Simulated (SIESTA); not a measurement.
Runs of SIESTA 5.4.2 on Mg3Te. The structure is tetragonal, space group I4/mmm (No. 139). The conventional cell has a = 4.279 Å, b = 4.279 Å, c = 10.565 Å, α = 90.00°, β = 90.00°, γ = 90.00°. Around Te (site symmetry 4/mmm) lie 12 Mg at 3.03 to 3.40 Å. Around Mg (site symmetry -4m2) lie 8 Mg at 3.03 to 3.40 Å and 4 Te at 3.40 Å. Mg (site symmetry 4/mmm) is surrounded by 4 Te at 3.03 Å and 8 Mg at 3.40 Å. The cell comes from a database or a generator and needn't be the stable form of this composition.

```tsv
potentials or basis	gap on the mesh (eV)	pressure (GPa)
PseudoDojo 0.4 standard (PBEsol files), TZP (energy shift 0.003 Ry; two zetas on semicore shells)	none	-0.2
PseudoDojo 0.4 standard (PBEsol files), DZP (energy shift 0.003 Ry; two zetas on semicore shells)	none	0.1
PseudoDojo 0.4 standard (PBEsol files), SZP (energy shift 0.003 Ry)	none	(a)
PseudoDojo 0.4 standard (PBEsol files), TZDP (energy shift 0.003 Ry; two zetas on semicore shells)	none	-0.4
```

Alike in all rows: task band structure; level PBEsol; no spin polarisation; cell as given; k mesh 9 × 9 × 9; smearing fermi-dirac 0.05 eV; grid cutoff 800 Ry; energy shift 0.003 Ry.

Q: Fill in the values left out.

A: (a) 1.7.

Caveats: spin-orbit coupling is left out, which moves the levels of the heavy elements; the basis of atomic orbitals isn't converged, which shifts pressures, moduli and gaps.

A k mesh can miss the band edges, and the runs leave out spin-orbit coupling on Te.

A gap of «none» marks a metal or a gap under the smearing width.
